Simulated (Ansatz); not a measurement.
# Zn3SnO: the cost of one run

Program: Ansatz 0.2.0. Level of theory: DFT r2SCAN, scalar-relativistic, plane waves, PAW. These are calculated values, not measurements.

1 further run of the same task is left out (it didn't finish).

## 1. The structure to begin with

Symmetry: Pm-3m, No. 221, cubic system. Conventional cell: a = 4.280 Å, b = 4.280 Å, c = 4.280 Å, α = 90.00°, β = 90.00°, γ = 90.00°. Sn (site symmetry m-3m) has 12 Zn at 3.03 Å as nearest neighbours. O (site symmetry m-3m) is surrounded by 6 Zn at 2.14 Å. Zn (site symmetry 4/mmm) is surrounded by 2 O at 2.14 Å.

Structure file:

```cif
data_structure
_symmetry_space_group_name_H-M 'P 1'
_symmetry_Int_Tables_number 1
_cell_length_a 4.2800
_cell_length_b 4.2800
_cell_length_c 4.2800
_cell_angle_alpha 90.000
_cell_angle_beta 90.000
_cell_angle_gamma 90.000
_cell_volume 78.40
loop_
_atom_site_label
_atom_site_type_symbol
_atom_site_fract_x
_atom_site_fract_y
_atom_site_fract_z
_atom_site_occupancy
Sn1 Sn 0.00000 0.00000 0.00000 1
O1 O 0.50000 0.50000 0.50000 1
Zn1 Zn 0.50000 0.50000 0.00000 1
Zn2 Zn 0.50000 0.00000 0.50000 1
Zn3 Zn 0.00000 0.50000 0.50000 1
```

The cell was made up by rule, so the compound may not exist in this form.

The cell is the ideal cubic antiperovskite prototype; whether it is the stable structure of this composition wasn't checked.

## 2. Seeking zero pressure, try 1

File input.yaml:

```yaml
crystal:
  lattice:
    - [4.28, 0.0, 0.0]
    - [0.0, 4.28, 0.0]
    - [0.0, 0.0, 4.28]
  atoms:
    - { symbol: Sn, position: [0.0, 0.0, 0.0] }
    - { symbol: O, position: [0.5, 0.5, 0.5] }
    - { symbol: Zn, position: [0.5, 0.5, 0.0] }
    - { symbol: Zn, position: [0.5, 0.0, 0.5] }
    - { symbol: Zn, position: [0.0, 0.5, 0.5] }
basis:
  ecutwfc: 500
kpoints:
  mp_grid: { grid: [4, 4, 4] }
hamiltonian:
  xc: r2scan
scf:
  occupations: { method: gaussian, width: 0.05 }
output:
  forces: true
  stress: true
  eigenvalues: true
```

The run is started by

```bash
> ansatz run input.yaml --threads 2 --pin off --max-ram 7168MiB --backend cpu --events-out ev --progress --plain --runs-dir out
```

Q: Estimate wall time and peak memory on 2 threads of Intel Xeon Platinum 8488C (Sapphire Rapids), shared host.

About 3.1 s, with a peak of 0.55 GiB.
